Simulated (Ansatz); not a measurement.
# BBrFH (SMILES FBBr): single points off equilibrium

The task here is to estimate one member of a computed series from the others.

The runs use Ansatz 0.2.0, Gaussian basis; single points in def2-TZVPP.

Cores are frozen in the correlated methods. Filled d shells of the heavier atoms are correlated.

## The system as given

4 atoms, charge 0, spin multiplicity 1.

Atoms are counted from 1 here; the program's logs count them from 0.

Bond lengths: F1–B2 1.254 Å, B2–Br3 1.843 Å, B2–H4 1.162 Å. Angles: F1–B2–Br3 119.4°, F1–B2–H4 119.0°, Br3–B2–H4 121.3°.

Coordinates:

```xyz
4
BBrFH
F     1.1301   -0.2764   -0.6915
B     0.1063   -0.1726    0.0249
Br   -1.0329    1.2540   -0.2243
H    -0.0565   -0.9316    0.8899
```

The first run:

run/in.yaml

```yaml
crystal:
  periodic: [false, false, false]
  atoms:
    - {symbol: F, position_ang: [1.130100, -0.276400, -0.691500]}
    - {symbol: B, position_ang: [0.106300, -0.172600, 0.024900]}
    - {symbol: Br, position_ang: [-1.032900, 1.254000, -0.224300]}
    - {symbol: H, position_ang: [-0.056500, -0.931600, 0.889900]}
basis:
  gaussian: {orbitals: def2-TZVPP}
correlation: {method: ccsd_t}
output: {forces: true}
```

The command line of these runs was not kept.

Steps of the session up to this table: CCSD(T)/def2-TZVPP; PBE0-D4/def2-TZVPP; wB97M-V/def2-TZVPP; r2SCAN-D4/def2-TZVPP; PBE-D4/def2-TZVPP; r2SCANh-D4/def2-TZVPP; BHLYP-D4/def2-TZVPP.

One of the session's tables, all rows but one given; the rest of the session is left out.

| method | RMS force component (eV/Å) | angle to CCSD(T) forces (°) | dipole (D) |
| --- | --- | --- | --- |
| CCSD(T) | 1.386 | reference | 0.53 |
| PBE0-D4 | 1.254 | 2.8 | 0.51 |
| wB97M-V | 1.347 | 1.5 | 0.52 |
| r2SCAN-D4 | 1.326 | 2.0 | 0.48 |
| PBE-D4 | ? | ? | ? |
| r2SCANh-D4 | 1.259 | 2.4 | 0.52 |
| BHLYP-D4 | 1.130 | 6.8 | 0.63 |

Q: Estimate the row for PBE-D4 from the others.

**Answer.** RMS force component (eV/Å): 1.487; angle to CCSD(T) forces (°): 3.1; dipole (D): 0.40. In the column «RMS force component (eV/Å)» it is the highest.
